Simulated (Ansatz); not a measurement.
Run this with Ansatz 0.2.0, Python API and show what comes out.

The script reads `input.yaml`:
```yaml
crystal:
  periodic: [false, false, false]
  atoms:
    - { symbol: Cl, position_ang: [-2.2313, 2.3385, -1.6179] }
    - { symbol: Al, position_ang: [-0.5468, 1.231, -0.8924] }
    - { symbol: C, position_ang: [0.1022, 0.8753, 0.9543] }
    - { symbol: Ge, position_ang: [0.6375, -0.978, 0.6865] }
    - { symbol: C, position_ang: [-0.007, -0.6983, -1.1479] }
    - { symbol: H, position_ang: [1.0465, 1.4768, 1.2004] }
    - { symbol: H, position_ang: [-0.6264, 1.0008, 1.7427] }
    - { symbol: H, position_ang: [2.1237, -1.2468, 0.7844] }
    - { symbol: H, position_ang: [-0.3953, -1.9126, 1.5] }
    - { symbol: H, position_ang: [0.8405, -0.804, -1.8136] }
    - { symbol: H, position_ang: [-0.8783, -1.3396, -1.3759] }
basis:
  gaussian: { orbitals: def2-SVP }
correlation:
  method: mp2
```

`deck_c2h6alclge.py`:
```python
"""Run C2H6AlClGe from an input written out key by key."""

import ansatz as az


def main() -> None:
    session = az.Session.from_deck("input.yaml")
    data = session.plan(threads=1).execute().report

    print(f"E = {data['free_energy_ev']:.6f} eV = {data['free_energy_ev'] / 27.211386246:.7f} Ha")
    print("converged:", data["converged"], " doubts:", data["published_state_doubts"] or "none")
    symbols = ["Cl", "Al", "C", "Ge", "C", "H", "H", "H", "H", "H", "H"]
    print("correlation energy", round(data["free_energy_ev"] - data["reference_energy_ev"], 5), "eV")
    cluster = data["correlation"].get("coupled_cluster")
    if cluster:
        print("cycles", cluster["cycles"], " T1 diagnostic", round(cluster["t1_diagnostic"], 4), " largest double", round(cluster["largest_double"], 4))


if __name__ == "__main__":
    main()
```

```console
$ python deck_c2h6alclge.py
E = -77721.255500 eV = -2856.2034583 Ha
converged: True  doubts: none
correlation energy -19.21194 eV
```

What to keep in mind:
- Total energies depend on the basis set; only differences at equal settings carry meaning.
- The geometry is a force-field or estimated start, not a minimum of this method, and the basis set is short of its limit.
- Timing: 3.8 s on 1 thread of Arm Neoverse V1, on a shared host, peak memory 0.32 GiB.
